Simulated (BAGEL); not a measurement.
# TiHCl3O (SMILES Cl[Ti](Cl)(Cl)O), step by step

Aim: a series of 15 runs (PBE0/def2-SV(P), RI-MP2/def2-SV(P)) of Cl3HOTi. 

Program for the calculation: BAGEL 1.2.2.

**1. Starting point**

TiHCl3O has 6 atoms, charge 0, and is taken as a singlet. SMILES: `Cl[Ti](Cl)(Cl)O`. One bond was lengthened or shortened from a relaxed shape.

Bond lengths: Cl1–Ti2 2.179 Å, Ti2–Cl3 2.179 Å, Ti2–Cl4 2.180 Å, Ti2–O5 1.745 Å, O5–H6 0.814 Å. Angles: Cl1–Ti2–Cl3 108.5°, Cl1–Ti2–Cl4 110.3°, Cl1–Ti2–O5 109.1°, Cl3–Ti2–Cl4 110.3°, Cl3–Ti2–O5 109.1°, Cl4–Ti2–O5 109.5°, Ti2–O5–H6 146.9°.

**2. The energy at PBE0/def2-SV(P) (density fitting with svp-jkfit) (run 1)**

Input file calc.json:

```json
{ "bagel": [

{
  "title": "molecule",
  "basis": "def2-sv_p_.json",
  "df_basis": "svp-jkfit",
  "geometry": [
    { "atom": "Cl", "xyz": [ -3.00454738, -1.35312516,  2.71539093 ] },
    { "atom": "Ti", "xyz": [ -0.07798522, -0.43876228, -0.03317792 ] },
    { "atom": "Cl", "xyz": [  3.39514243, -2.35776026,  1.06617025 ] },
    { "atom": "Cl", "xyz": [ -1.23604718, -1.63165190, -3.80180204 ] },
    { "atom": "O", "xyz": [  0.43690846,  2.81782165, -0.02138603 ] },
    { "atom": "H", "xyz": [  0.85801125,  4.05276334,  0.79404402 ] }
  ]
},
{
  "title": "ks",
  "xc_func": "pbe0"
},
{
  "title": "print",
  "file": "orbitals.molden",
  "orbitals": true
}

]}
```

The basis set def2-SV(P) is read from a file made from the Basis Set Exchange's data (not shown).

Command:

```
BAGEL_NUM_THREADS=1 BAGEL calc.json > calc.out
```

Output:

```text
* using 1 threads per process

  ===============================================================
  ===============================================================

  *** Geometry ***

  { "atom" : "Cl", "xyz" : [     -3.004547,     -1.353125,      2.715391 ] },
  { "atom" : "Ti", "xyz" : [     -0.077985,     -0.438762,     -0.033178 ] },
  { "atom" : "Cl", "xyz" : [      3.395142,     -2.357760,      1.066170 ] },
  { "atom" : "Cl", "xyz" : [     -1.236047,     -1.631652,     -3.801802 ] },
  { "atom" : "O", "xyz" : [      0.436908,      2.817822,     -0.021386 ] },
  { "atom" : "H", "xyz" : [      0.858011,      4.052763,      0.794044 ] },

  Number of auxiliary basis functions:      743

  Since a DF basis is specified, we compute 2- and 3-index integrals:
    o Being stored without compression. Storage requirement is 0.053 GB

  Number of basis functions:       94
  Number of electrons      :       82

    * METHOD: MOLECULE                             0.85

  *** Kohn-Sham DFT ***

    * Removing 12025 points whose weight is below 1.00e-10
    * Grid points: 77411

  === Nuclear Repulsion ===
   538.9458945799

       - DIIS with orbital gradients will be used.

  === KS iteration (pbe0 / def2-sv_p_.json) ===
      0      -2254.95955011          0.12523709           1.00
      1      -2223.68690928          0.14375026           1.15
      2      -2242.85138238          0.11385725           0.84
      3      -2299.76761445          0.06931430           0.67
      4      -2303.33709441          0.03510424           0.68
      5      -2304.00114234          0.02737223           0.70
      6      -2304.55266443          0.01464666           0.68
      7      -2304.67227614          0.00987300           0.70
      8      -2304.74455262          0.00465387           0.68
      9      -2304.76022531          0.00169228           0.67
     10      -2304.76263786          0.00057855           0.67
     11      -2304.76290295          0.00017429           0.67
     12      -2304.76292236          0.00005720           0.67
     13      -2304.76292636          0.00002729           0.69
     14      -2304.76292729          0.00000694           0.67
     15      -2304.76292732          0.00000385           0.67
     16      -2304.76292732          0.00000259           0.67
     17      -2304.76292733          0.00000034           0.68
     18      -2304.76292733          0.00000019           0.68
     19      -2304.76292733          0.00000009           0.72
     20      -2304.76292733          0.00000002           0.77
     21      -2304.76292733          0.00000002           0.76
     22      -2304.76292733          0.00000001           1.03
    * SCF iteration converged.

    * Permanent dipole moment:
           (   -0.224008,    -0.839031,    -0.327686) a.u.

    * METHOD: KS                                  17.74

    * METHOD: PRINT                                0.04

  ===============================================================
```

Run time: 19 s. Hardware: 1 thread of Intel Xeon Platinum 8259CL at 2.50GHz (Skylake/Cascade Lake), shared host; peak memory 0.44 GiB.

**3. Bond 6-5 at 0.958 A: a single-point energy at RI-MP2/def2-SV(P) (density fitting with svp-jkfit) (run 2)**

Input file input.json:

```json
{ "bagel": [

{
  "title": "molecule",
  "basis": "def2-sv_p_.json",
  "df_basis": "svp-jkfit",
  "geometry": [
    { "atom": "Cl", "xyz": [    -3.07881739,    -1.57093122,     2.57157522 ] },
    { "atom": "Ti", "xyz": [    -0.15225523,    -0.65656833,    -0.17699364 ] },
    { "atom": "Cl", "xyz": [     3.32087241,    -2.57556632,     0.92235453 ] },
    { "atom": "Cl", "xyz": [    -1.31031720,    -1.84945795,    -3.94561776 ] },
    { "atom": "O", "xyz": [     0.36263844,     2.60001559,    -0.16520175 ] },
    { "atom": "H", "xyz": [     0.85801125,     4.05276334,     0.79404402 ] }
  ]
},

{
  "title": "hf",
  "charge": 0
},

{
  "title": "mp2",
  "charge": 0,
  "ncore": 21
}

]}
```

The basis set def2-SV(P) is read from a file made from the Basis Set Exchange's data (not shown).

Command:

```
BAGEL_NUM_THREADS=1 BAGEL input.json > input.out
```

Output:

```text
* using 1 threads per process

  ===============================================================
  ===============================================================

  *** Geometry ***

  { "atom" : "Cl", "xyz" : [     -3.078817,     -1.570931,      2.571575 ] },
  { "atom" : "Ti", "xyz" : [     -0.152255,     -0.656568,     -0.176994 ] },
  { "atom" : "Cl", "xyz" : [      3.320872,     -2.575566,      0.922355 ] },
  { "atom" : "Cl", "xyz" : [     -1.310317,     -1.849458,     -3.945618 ] },
  { "atom" : "O", "xyz" : [      0.362638,      2.600016,     -0.165202 ] },
  { "atom" : "H", "xyz" : [      0.858011,      4.052763,      0.794044 ] },

  Number of auxiliary basis functions:      743

  Since a DF basis is specified, we compute 2- and 3-index integrals:
    o Being stored without compression. Storage requirement is 0.053 GB

  Number of basis functions:       94
  Number of electrons      :       82

    * METHOD: MOLECULE                             0.86

  *** RHF ***

  === Nuclear Repulsion ===
   537.7274425094

      * DIIS with orbital gradients will be used.

  === RHF iteration (def2-sv_p_.json) ===
      0      -2301.51821103          0.02061311           0.29
      1      -2300.50419054          0.05360278           0.27
      2      -2301.93041602          0.00417343           0.27
      3      -2301.94234184          0.00106150           0.29
      4      -2301.94344543          0.00034996           0.27
      5      -2301.94363028          0.00011459           0.27
      6      -2301.94367048          0.00003734           0.27
      7      -2301.94367525          0.00001287           0.27
      8      -2301.94367582          0.00000304           0.28
      9      -2301.94367584          0.00000161           0.29
     10      -2301.94367584          0.00000060           0.28
     11      -2301.94367584          0.00000022           0.29
     12      -2301.94367584          0.00000011           0.27
     13      -2301.94367584          0.00000005           0.27
     14      -2301.94367584          0.00000002           0.26
     15      -2301.94367584          0.00000001           0.27
     16      -2301.94367584          0.00000000           0.27
    * SCF iteration converged.

    * Permanent dipole moment:
           (   -0.263780,    -0.970664,    -0.396550) a.u.

    * METHOD: HF                                   5.21

  *** RHF ***

  === Nuclear Repulsion ===
   537.7274425094

      * DIIS with orbital gradients will be used.

  === RHF iteration (def2-sv_p_.json) ===
      0      -2301.94367584          0.00000000           0.26
    * SCF iteration converged.

    * Permanent dipole moment:
           (   -0.263780,    -0.970664,    -0.396550) a.u.

  === DF-MP2 calculation ===

    * freezing 21 orbitals
    * 3-index integral transformation done
    * assembly done

      MP2 correlation energy:   -0.8634654288      0.12

      MP2 total energy:       -2302.8071412710

    * METHOD: MP2                                  0.67

  ===============================================================
```

Run time: 7.2 s. Hardware: 1 thread of Intel Xeon Platinum 8259CL at 2.50GHz (Skylake/Cascade Lake), shared host; peak memory 0.23 GiB.

Runs 3 to 10 aren't shown in full; the table further down has their settings and results.

**4. Bond 6-5 at 1.820 A: a single-point energy at PBE0/def2-SV(P) (density fitting with svp-jkfit) (run 11)**

Input file input.json:

```json
{ "bagel": [

{
  "title": "molecule",
  "basis": "def2-sv_p_.json",
  "df_basis": "svp-jkfit",
  "angstrom": false,
  "geometry": [
    { "atom": "Cl", "xyz": [ -3.52469449, -2.87852721,  1.70817258 ] },
    { "atom": "Ti", "xyz": [ -0.59813233, -1.96416433, -1.04039628 ] },
    { "atom": "Cl", "xyz": [  2.87499531, -3.88316231,  0.05895190 ] },
    { "atom": "Cl", "xyz": [ -1.75619430, -3.15705394, -4.80902040 ] },
    { "atom": "O", "xyz": [ -0.08323866,  1.29241960, -1.02860439 ] },
    { "atom": "H", "xyz": [  0.85801125,  4.05276334,  0.79404402 ] }
  ]
},
{
  "title": "ks",
  "xc_func": "pbe0"
},
{
  "title": "print",
  "file": "orbitals.molden",
  "orbitals": true
}

]}
```

The basis set def2-SV(P) is read from a file made from the Basis Set Exchange's data (not shown).

Command:

```
BAGEL_NUM_THREADS=1 BAGEL input.json > input.out
```

Output:

```text
* using 1 threads per process

  ===============================================================
  ===============================================================

  *** Geometry ***

  { "atom" : "Cl", "xyz" : [     -3.524694,     -2.878527,      1.708173 ] },
  { "atom" : "Ti", "xyz" : [     -0.598132,     -1.964164,     -1.040396 ] },
  { "atom" : "Cl", "xyz" : [      2.874995,     -3.883162,      0.058952 ] },
  { "atom" : "Cl", "xyz" : [     -1.756194,     -3.157054,     -4.809020 ] },
  { "atom" : "O", "xyz" : [     -0.083239,      1.292420,     -1.028604 ] },
  { "atom" : "H", "xyz" : [      0.858011,      4.052763,      0.794044 ] },

  Number of auxiliary basis functions:      743

  Since a DF basis is specified, we compute 2- and 3-index integrals:
    o Being stored without compression. Storage requirement is 0.053 GB

  Number of basis functions:       94
  Number of electrons      :       82

    * METHOD: MOLECULE                             1.49

  *** Kohn-Sham DFT ***

    * Removing 11124 points whose weight is below 1.00e-10
    * Grid points: 78312

  === Nuclear Repulsion ===
   533.5213012197

       - DIIS with orbital gradients will be used.

  === KS iteration (pbe0 / def2-sv_p_.json) ===
      0      -2256.33865125          0.12446332           1.16
      1      -2225.20226341          0.14402310           1.05
      2      -2244.28252139          0.11359088           1.07
      3      -2299.23602823          0.07069609           1.05
      4      -2301.72932021          0.04156945           1.07
      5      -2303.16331486          0.03574519           1.07
      6      -2303.94631713          0.02605981           1.04
      7      -2304.48746437          0.01362108           0.97
      8      -2304.62013178          0.00368989           0.80
      9      -2304.63390676          0.00178651           0.70
     10      -2304.63332583          0.00198653           0.70
     11      -2304.63655537          0.00026987           0.71
     12      -2304.63661167          0.00011316           0.68
     13      -2304.63661437          0.00013122           0.68
     14      -2304.63662702          0.00001653           0.68
     15      -2304.63662724          0.00000789           0.80
     16      -2304.63662731          0.00000257           0.87
     17      -2304.63662732          0.00000263           0.86
     18      -2304.63662732          0.00000094           0.73
     19      -2304.63662732          0.00000058           0.71
     20      -2304.63662732          0.00000098           0.70
     21      -2304.63662732          0.00000017           0.70
     22      -2304.63662732          0.00000007           0.69
     23      -2304.63662732          0.00000007           0.69
     24      -2304.63662732          0.00000004           0.75
     25      -2304.63662732          0.00000002           0.69
     26      -2304.63662732          0.00000002           0.68
     27      -2304.63662732          0.00000001           0.69
     28      -2304.63662732          0.00000000           0.69
    * SCF iteration converged.

    * Permanent dipole moment:
           (   -0.440960,    -1.636361,    -0.653508) a.u.

    * METHOD: KS                                  24.55

    * METHOD: PRINT                                0.02

  ===============================================================
```

Wall time 26 s (1 thread of Intel Xeon Platinum 8259CL at 2.50GHz (Skylake/Cascade Lake), shared host); peak memory 0.45 GiB.

Runs 12 to 14 aren't shown in full; the table further down has their settings and results.

**5. Bond 6-5 at 2.682 A: a single-point energy at PBE0/def2-SV(P) (density fitting with svp-jkfit) (run 15)**

Input file dft.json:

```json
{ "bagel" : [

{
  "title" : "molecule",
  "basis" : "def2-sv_p_.json",
  "df_basis" : "svp-jkfit",
  "angstrom" : false,
  "geometry" : [
    { "atom" : "Cl", "xyz" : [ -3.97052057, -4.18597013,  0.84487198 ] },
    { "atom" : "Ti", "xyz" : [ -1.04395841, -3.27160725, -1.90369687 ] },
    { "atom" : "Cl", "xyz" : [  2.42916923, -5.19060523, -0.80434870 ] },
    { "atom" : "Cl", "xyz" : [ -2.20202037, -4.46449687, -5.67232099 ] },
    { "atom" : "O", "xyz" : [ -0.52906473, -0.01502332, -1.89190498 ] },
    { "atom" : "H", "xyz" : [  0.85801125,  4.05276334,  0.79404402 ] }
  ]
},
{
  "title" : "ks",
  "xc_func" : "pbe0"
},
{
  "title" : "print",
  "file" : "orbitals.molden",
  "orbitals" : true
}

]}
```

The basis set def2-SV(P) is read from a file made from the Basis Set Exchange's data (not shown).

Command:

```
BAGEL_NUM_THREADS=1 BAGEL dft.json > dft.out
```

Output:

```text
* using 1 threads per process

  ===============================================================
  ===============================================================

  *** Geometry ***

  { "atom" : "Cl", "xyz" : [     -3.970521,     -4.185970,      0.844872 ] },
  { "atom" : "Ti", "xyz" : [     -1.043958,     -3.271607,     -1.903697 ] },
  { "atom" : "Cl", "xyz" : [      2.429169,     -5.190605,     -0.804349 ] },
  { "atom" : "Cl", "xyz" : [     -2.202020,     -4.464497,     -5.672321 ] },
  { "atom" : "O", "xyz" : [     -0.529065,     -0.015023,     -1.891905 ] },
  { "atom" : "H", "xyz" : [      0.858011,      4.052763,      0.794044 ] },

  Number of auxiliary basis functions:      743

  Since a DF basis is specified, we compute 2- and 3-index integrals:
    o Being stored without compression. Storage requirement is 0.053 GB

  Number of basis functions:       94
  Number of electrons      :       82

    * METHOD: MOLECULE                             1.20

  *** Kohn-Sham DFT ***

    * Removing 10775 points whose weight is below 1.00e-10
    * Grid points: 78661

  === Nuclear Repulsion ===
   531.2827205884

       - DIIS with orbital gradients will be used.

  === KS iteration (pbe0 / def2-sv_p_.json) ===
      0      -2256.58498248          0.12438083           0.85
      1      -2226.04662254          0.14258189           0.74
      2      -2244.45622285          0.11354153           0.75
      3      -2299.37135638          0.06821016           0.70
      4      -2301.95428369          0.03971685           0.68
      5      -2302.97918075          0.03621731           0.70
      6      -2303.74954918          0.02692581           0.93
      7      -2303.36085321          0.02606068           0.69
      8      -2298.29884510          0.10701601           0.70
      9      -2304.35895000          0.01151050           0.69
     10      -2304.44608075          0.00905890           0.69
     11      -2304.17936332          0.02001328           0.76
     12      -2304.51620903          0.00705935           0.91
     13      -2304.17099729          0.01269792           1.05
     14      -2304.46421116          0.00895332           1.13
     15      -2304.54584166          0.00237426           1.12
     16      -2304.55007712          0.00116149           0.77
     17      -2304.54895991          0.00152118           0.75
     18      -2304.55027599          0.00120860           0.77
     19      -2304.55134500          0.00060540           0.69
     20      -2304.55131637          0.00060947           0.69
     21      -2304.55142723          0.00043211           0.70
     22      -2304.55166195          0.00013086           0.70
     23      -2304.55151378          0.00033660           0.81
     24      -2304.55167631          0.00006007           0.68
     25      -2304.55167701          0.00004551           0.69
     26      -2304.55168001          0.00001289           0.69
     27      -2304.55168003          0.00001593           0.69
     28      -2304.55167998          0.00001692           0.69
     29      -2304.55168048          0.00000474           0.69
     30      -2304.55168052          0.00000377           0.69
     31      -2304.55168063          0.00000390           0.68
     32      -2304.55168059          0.00000391           0.68
     33      -2304.55168067          0.00000119           0.68
     34      -2304.55168067          0.00000175           0.69
     35      -2304.55168067          0.00000111           0.68
     36      -2304.55168067          0.00000071           0.68
     37      -2304.55168067          0.00000019           0.73
     38      -2304.55168067          0.00000025           0.70
     39      -2304.55168067          0.00000011           0.68
     40      -2304.55168067          0.00000006           0.68
     41      -2304.55168067          0.00000004           0.69
     42      -2304.55168067          0.00000015           0.70
     43      -2304.55168067          0.00000005           0.80
     44      -2304.55168067          0.00000001           1.11
     45      -2304.55168067          0.00000002           0.87
     46      -2304.55168067          0.00000000           0.75
    * SCF iteration converged.

    * Permanent dipole moment:
           (   -0.435259,    -1.542996,    -0.669767) a.u.

    * METHOD: KS                                  36.23

    * METHOD: PRINT                                0.02

  ===============================================================
```

Wall time 38 s (1 thread of Intel Xeon Platinum 8259CL at 2.50GHz (Skylake/Cascade Lake), shared host); peak memory 0.45 GiB.

**6. The series**

| run | level | frozen core orbitals | partner | energy (Eh) | dipole moment (D) | HOMO energy (eV) | LUMO energy (eV) | wall time |
| --- | --- | --- | --- | --- | --- | --- | --- | --- |
| 1 | PBE0/def2-SV(P) (density fitting with svp-jkfit) | – | bond 6-5 at 0.814 A | -2304.762927 | 2.36 | -9.17 | -3.40 | 19 s |
| 2 | RI-MP2/def2-SV(P) (density fitting with svp-jkfit) | 21 | bond 6-5 at 0.958 A | -2302.807141 | – | – | – | 7.2 s |
| 3 | PBE0/def2-SV(P) (density fitting with svp-jkfit) | – | bond 6-5 at 0.958 A | -2304.794876 | 2.76 | -9.11 | -3.33 | 21 s |
| 4 | RI-MP2/def2-SV(P) (density fitting with svp-jkfit) | 21 | bond 6-5 at 1.102 A | -2302.796434 | – | – | – | 7.8 s |
| 5 | PBE0/def2-SV(P) (density fitting with svp-jkfit) | – | bond 6-5 at 1.102 A | -2304.782650 | 3.16 | -9.05 | -3.28 | 18 s |
| 6 | RI-MP2/def2-SV(P) (density fitting with svp-jkfit) | 21 | bond 6-5 at 1.293 A | -2302.759687 | – | – | – | 7.2 s |
| 7 | PBE0/def2-SV(P) (density fitting with svp-jkfit) | – | bond 6-5 at 1.293 A | -2304.744090 | 3.66 | -8.99 | -3.40 | 20 s |
| 8 | RI-MP2/def2-SV(P) (density fitting with svp-jkfit) | 21 | bond 6-5 at 1.533 A | -2302.708959 | – | – | – | 8.4 s |
| 9 | PBE0/def2-SV(P) (density fitting with svp-jkfit) | – | bond 6-5 at 1.533 A | -2304.690932 | 4.18 | -8.92 | -4.53 | 20 s |
| 10 | RI-MP2/def2-SV(P) (density fitting with svp-jkfit) | 21 | bond 6-5 at 1.820 A | -2302.657918 | – | – | – | 9.9 s |
| 11 | PBE0/def2-SV(P) (density fitting with svp-jkfit) | – | bond 6-5 at 1.820 A | -2304.636627 | 4.62 | -8.87 | -5.94 | 26 s |
| 12 | RI-MP2/def2-SV(P) (density fitting with svp-jkfit) | 21 | bond 6-5 at 2.203 A | -2302.612031 | – | – | – | 9.9 s |
| 13 | PBE0/def2-SV(P) (density fitting with svp-jkfit) | – | bond 6-5 at 2.203 A | -2304.586066 | 4.72 | -8.88 | -7.02 | 31 s |
| 14 | RI-MP2/def2-SV(P) (density fitting with svp-jkfit) | 21 | bond 6-5 at 2.682 A | -2302.586123 | – | – | – | 13 s |
| 15 | PBE0/def2-SV(P) (density fitting with svp-jkfit) | – | bond 6-5 at 2.682 A | -2304.551681 | 4.42 | -8.90 | -7.52 | 38 s |

**7. Summary of results**

| quantity | value |
| --- | --- |
| bond 6-5 at 2.682 A, run 15: total energy | -2304.55168 Eh |
| bond 6-5 at 2.682 A, run 15: dipole moment | 4.42 D |
| bond 6-5 at 2.682 A, run 15: HOMO energy | -8.90 eV |
| bond 6-5 at 2.682 A, run 15: LUMO energy | -7.52 eV |
| bond 6-5 at 2.682 A, run 15: HOMO–LUMO gap | 1.38 eV |

In words: In runs 10, 11, 12, 13, 14, 15 a closed-shell determinant meets a far-stretched bond, which it describes badly. All runs together took 4.3 min, the longest 38 s.
